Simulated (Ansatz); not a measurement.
# C₂H₅FO₂, SMILES OCC(O)F: energies of removing a hydrogen

Program: Ansatz 0.2.0, Python API.

Notebook, run cell by cell (the value of a cell's last expression is shown):

In [1]:
```python
from dataclasses import dataclass

import ansatz as az
```

In [2]:
```python
@dataclass(frozen=True)
class Settings:
    basis_set: str = "def2-SVPD"
    method: str = "mp2"
```

In [3]:
```python
opts = Settings()
```

In [4]:
```python
def single_point(molecule, charge=0, unpaired=0):
    calc = molecule.calculation().basis(gaussian=opts.basis_set).correlation(opts.method).accuracy("medium")
    if charge:
        calc = calc.charge(charge)
    if unpaired:
        calc = calc.spin("collinear", total=unpaired)
    report = calc.run(threads=1, backend="cpu").report
    if report["published_state_doubts"]:
        print("  doubts:", report["published_state_doubts"])
    return report["free_energy_ev"]
```

In [5]:
```python
def without(molecule, index):
    rest = az.Crystal.molecule()
    for i, site in enumerate(molecule.cartesian_sites):
        if i != index:
            rest = rest.atom(site.symbol, site.position_ang)
    return rest
```

In [6]:
```python
molecule = (
    az.Crystal.molecule()
    .atom("O", (-1.5295, -0.2852, -0.6321))
    .atom("C", (-0.5021, -0.8608, 0.066))
    .atom("C", (0.5592, 0.1565, 0.3981))
    .atom("O", (1.0088, 0.9235, -0.7381))
    .atom("F", (0.1355, 1.0528, 1.2915))
    .atom("H", (-1.1562, 0.3897, -1.2776))
    .atom("H", (-0.0685, -1.6371, -0.5806))
    .atom("H", (-0.8669, -1.2996, 0.9651))
    .atom("H", (1.4863, -0.309, 0.8677))
    .atom("H", (1.0164, 1.818, -0.3569))
)
```

In [7]:
```python
whole = single_point(molecule, 0)
hydrogen = single_point(az.Crystal.molecule().atom("H", (0, 0, 0)), 0, 1)
print(f"E(molecule) = {whole:.5f} eV, E(H) = {hydrogen:.5f} eV")
for index in [9, 7, 8]:
    radical = single_point(without(molecule, index), 0, 1)
    print(f"H{index}: homolysis {(radical + hydrogen - whole):.3f} eV")
```
```text
E(molecule) = -8937.15294 eV, E(H) = -13.58606 eV
H9: homolysis 5.144 eV
H7: homolysis 4.792 eV
H8: homolysis 4.433 eV
```

Notes:
- These settings explore the input space; basis and method may be short of convergence.
- The geometry is a force-field or estimated start, not a minimum of this method, and the basis set is short of its limit. All parts are taken at fixed geometry, without zero-point energy.
- The whole script took 37 s on 1 thread of Arm Neoverse V1, on a shared host, peak memory 0.51 GiB.

(Lines on the test bed's own set-up are left out of the output.)
